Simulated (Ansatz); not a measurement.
# B2PLYP/cc-pVDZ run of C2H7BO (SMILES CBOC)

Aim: the vertical singlet–triplet gap of C2H7BO at B2PLYP/cc-pVDZ, from 2 runs. 

The results are computed with Ansatz 0.2.0.

62 further runs of the same task are left out: 62 set aside as unsound or not needed. Runs told in other sessions of the task aren't counted.

**1. The structure to begin with**

C2H7BO has 11 atoms, charge 0, and is taken as a singlet. As SMILES, `CBOC`. The shape is that of a PBE0-D4/def2-TZVP optimisation. This is one conformer, not always the lowest.

Bond lengths: C1–B2 1.560 Å, B2–O3 1.348 Å, O3–C4 1.411 Å, C1–H5 1.091 Å, C1–H6 1.096 Å, C1–H7 1.096 Å, B2–H8 1.208 Å, C4–H9 1.092 Å, C4–H10 1.094 Å, C4–H11 1.092 Å. Some angles: C1–B2–O3 119.6°, B2–O3–C4 122.3°, C1–B2–H8 122.0°, O3–B2–H8 118.4°, B2–C1–H5 113.4°, B2–C1–H6 110.3°, B2–C1–H7 110.1°, O3–C4–H9 109.0°, O3–C4–H10 111.4°, O3–C4–H11 109.1°.

**2. The energy at B2PLYP/cc-pVDZ**

Contents of molecule.yaml:

```yaml
crystal:
  periodic: [false, false, false]
  atoms:
    - {symbol: C, position_ang: [-1.306200, 1.341700, -0.364700]}
    - {symbol: B, position_ang: [-0.434700, 0.206700, 0.257100]}
    - {symbol: O, position_ang: [0.626600, -0.267100, -0.425200]}
    - {symbol: C, position_ang: [1.454400, -1.289700, 0.083900]}
    - {symbol: H, position_ang: [-0.966000, 1.657000, -1.352600]}
    - {symbol: H, position_ang: [-2.351400, 1.021300, -0.437600]}
    - {symbol: H, position_ang: [-1.315700, 2.214600, 0.297900]}
    - {symbol: H, position_ang: [-0.678700, -0.268200, 1.340800]}
    - {symbol: H, position_ang: [1.446400, -2.133000, -0.610100]}
    - {symbol: H, position_ang: [1.113800, -1.626100, 1.067400]}
    - {symbol: H, position_ang: [2.476800, -0.914200, 0.163700]}
basis:
  gaussian: {orbitals: cc-pVDZ}
output: {orbitals: {seedname: orbitals}}
hamiltonian: {xc: {name: B2PLYP}}
correlation: {frozen_orbitals: {B: 1, C: 1, H: 0, O: 1}}
accuracy: high
```

Launch:

```bash
$ ansatz run molecule.yaml --threads 1 --pin off --max-ram 3480MiB --events-out events.jsonl --progress --plain --runs-dir runs
```

What it wrote:

```text
Warning: RAYON_NUM_THREADS=1 ignored (pool sized by the plan → 1); use --threads N
Functional definition: B2PLYP
  name "B2PLYP"
  parameter a = 0.53
  parameter c = 0.27
  exchange = (1 - a)*b88_x + a*exact_x
  correlation = (1 - c)*lyp_c + c*(mp2_os + mp2_ss)
2200 factors; integrals over basis functions are off by at most 4.8e-9 eV
mean field evaluation 1: about -4898.5398 eV, gradient 4.2e1 eV
mean field evaluation 2: about -4898.5376 eV, gradient 4.2e1 eV
mean field evaluation 4: about -4902.3811 eV, gradient 6.1e0 eV
mean field evaluation 8: about -4902.4471 eV, gradient 1.7e-1 eV
mean field evaluation 16: about -4902.4472 eV, gradient 1.8e-5 eV
mean field -4902.44717176 eV, -180.1616105641 hartree, gradient 1.2e-8 eV, S^2 0.000000; 0 other end points of the search recorded, 0 dependent functions left out
4 core orbitals not correlated: weight in the atoms' cores, before any rotation towards them, 1.000 or more for the frozen orbitals, at most 0.000 for the correlated occupied ones
reference -4902.44719895 eV, -180.1616115633 hartree; 12, 12 occupied and 75, 75 virtual orbitals, 2200 factors
second order -18.55753174 eV of doubles, -0.00000000 eV of singles
Total energy: -4907.45773252 eV, -180.3457452758 hartree
```

Run time: 9.9 s. Hardware: 1 thread of Arm Neoverse V2, shared host; peak memory 0.29 GiB.

**3. The triplet at the same level**

Contents of input.yaml:

```yaml
crystal:
  periodic: [false, false, false]
  atoms:
    - {symbol: C, position_ang: [-1.306200, 1.341700, -0.364700]}
    - {symbol: B, position_ang: [-0.434700, 0.206700, 0.257100]}
    - {symbol: O, position_ang: [0.626600, -0.267100, -0.425200]}
    - {symbol: C, position_ang: [1.454400, -1.289700, 0.083900]}
    - {symbol: H, position_ang: [-0.966000, 1.657000, -1.352600]}
    - {symbol: H, position_ang: [-2.351400, 1.021300, -0.437600]}
    - {symbol: H, position_ang: [-1.315700, 2.214600, 0.297900]}
    - {symbol: H, position_ang: [-0.678700, -0.268200, 1.340800]}
    - {symbol: H, position_ang: [1.446400, -2.133000, -0.610100]}
    - {symbol: H, position_ang: [1.113800, -1.626100, 1.067400]}
    - {symbol: H, position_ang: [2.476800, -0.914200, 0.163700]}
basis:
  gaussian: {orbitals: cc-pVDZ}
magnetization: {spin_polarized: true, initial_magnetization: 2}
hamiltonian: {xc: {name: B2PLYP}}
correlation: {frozen_orbitals: {B: 1, C: 1, H: 0, O: 1}}
accuracy: high
output: {orbitals: {seedname: orbitals}}
```

Launch:

```bash
$ ansatz run input.yaml --threads 1 --pin off --max-ram 3480MiB --events-out events.jsonl --progress --plain --runs-dir runs
```

What it wrote, cut to the lines that bear on the results:

```text
Warning: RAYON_NUM_THREADS=1 ignored (pool sized by the plan → 1); use --threads N
[... 2 set-up lines as earlier in the session ...]
[...]
2200 factors; integrals over basis functions are off by at most 4.8e-9 eV
[...]
mean field -4895.77914594 eV, -179.9165651350 hartree, gradient 8.9e-8 eV, S^2 2.008752; 4 other end points of the search recorded, 0 dependent functions left out
4 core orbitals not correlated: weight in the atoms' cores, before any rotation towards them, 1.000 or more for the frozen orbitals, at most 0.000 for the correlated occupied ones
reference -4895.77917392 eV, -179.9165661631 hartree; 13, 11 occupied and 74, 76 virtual orbitals, 2200 factors
second order -18.94122621 eV of doubles, -0.00000000 eV of singles
Total energy: -4900.89330499 eV, -180.1045070137 hartree
```

Wall time 26 s (1 thread of Arm Neoverse V2, shared host); peak memory 0.4 GiB.

**4. Summary of results**

At B2PLYP/cc-pVDZ, 4 core orbitals frozen:

```
                                                         quantity          value
                                            singlet: total energy  -180.34575 Eh
                       singlet: HOMO energy (SCF part's orbitals)       -9.62 eV
                       singlet: LUMO energy (SCF part's orbitals)        1.95 eV
                     singlet: HOMO–LUMO gap (SCF part's orbitals)       11.57 eV
                                            triplet: total energy  -180.10451 Eh
triplet: HOMO energy (SCF part's orbitals) (highest over α and β)       -2.95 eV
                                                    triplet: ⟨S²⟩          2.009
                 vertical energy of the triplet above the singlet       6.564 eV
```

What this shows: At this shape the triplet lies 6.56 eV (151 kcal/mol) above the singlet.
